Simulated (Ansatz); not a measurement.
# CH7NOSi: small, medium and large basis sets

The task here is to estimate one member of a computed series from the others.

Method: one geometry, several basis sets; program: Ansatz 0.2.0, Gaussian basis.

Levels to be run: PBE0-D4/def2-SVP; ωB97M-V/def2-SVP; PBE0-D4/def2-QZVPP; ωB97M-V/def2-QZVPP; the functionals' def2-TZVPP values are taken from earlier runs.

## The geometry

An earlier PBE0-D4 in a triple-zeta def2 set relaxation fixed the geometry.

11 atoms, charge 0, spin multiplicity 1.

Atoms are counted from 1 here; the program's logs count them from 0.

Bond lengths: C1–Si2 1.862 Å, C1–H5 1.092 Å, C1–H6 1.094 Å, C1–H7 1.093 Å, Si2–N3 1.716 Å, Si2–O4 1.649 Å, Si2–H8 1.487 Å, N3–H9 1.007 Å, N3–H10 1.006 Å, O4–H11 0.959 Å. Angles: Si2–C1–H5 110.2°, Si2–C1–H6 111.2°, Si2–C1–H7 111.4°, H5–C1–H6 107.7°, H5–C1–H7 108.0°, H6–C1–H7 108.1°, C1–Si2–N3 106.8°, C1–Si2–O4 113.3°, C1–Si2–H8 110.5°, N3–Si2–O4 109.8°, N3–Si2–H8 114.3°, O4–Si2–H8 102.2°, Si2–N3–H9 121.6°, Si2–N3–H10 120.4°, H9–N3–H10 111.3°, Si2–O4–H11 115.6°.

Set-up of the first run:

Contents of in.yaml:

```yaml
crystal:
  periodic: [false, false, false]
  atoms:
    - {symbol: C, position_ang: [-1.129357, 0.882075, 0.235123]}
    - {symbol: Si, position_ang: [-0.008304, -0.600087, 0.125299]}
    - {symbol: N, position_ang: [1.601708, -0.007406, 0.165712]}
    - {symbol: O, position_ang: [-0.240466, -1.494569, -1.240768]}
    - {symbol: H, position_ang: [-2.172922, 0.574634, 0.135633]}
    - {symbol: H, position_ang: [-1.021884, 1.388960, 1.198161]}
    - {symbol: H, position_ang: [-0.913668, 1.605538, -0.555943]}
    - {symbol: H, position_ang: [-0.328770, -1.576934, 1.198985]}
    - {symbol: H, position_ang: [2.389796, -0.626447, 0.263007]}
    - {symbol: H, position_ang: [1.800778, 0.901782, 0.548262]}
    - {symbol: H, position_ang: [0.088389, -1.104547, -2.052771]}
basis:
  gaussian: {orbitals: def2-SVP}
hamiltonian: {xc: pbe0, dispersion: d4}
output: {orbitals: {seedname: orbitals}}
```

Among the steps run: PBE0-D4 in def2-SVP; ωB97M-V in def2-SVP; PBE0-D4 in def2-QZVPP; ωB97M-V in def2-QZVPP.

One table of the session follows, with a row left open; its other results are not shown here.

It belongs to the step «Functionals by basis». 

```
functional       basis  HOMO (eV)  LUMO (eV)
   PBE0-D4    def2-SVP          ?          ?
   PBE0-D4  def2-TZVPP      -7.44       0.87
   PBE0-D4  def2-QZVPP      -7.49       0.43
   ωB97M-V    def2-SVP      -9.57       3.21
   ωB97M-V  def2-TZVPP      -9.83       2.26
   ωB97M-V  def2-QZVPP      -9.88       1.56
```

**Question.** Estimate the row for PBE0-D4, def2-SVP.

**Answer.** HOMO (eV): -7.19; LUMO (eV): 1.61. In the column «HOMO (eV)» it is the highest.
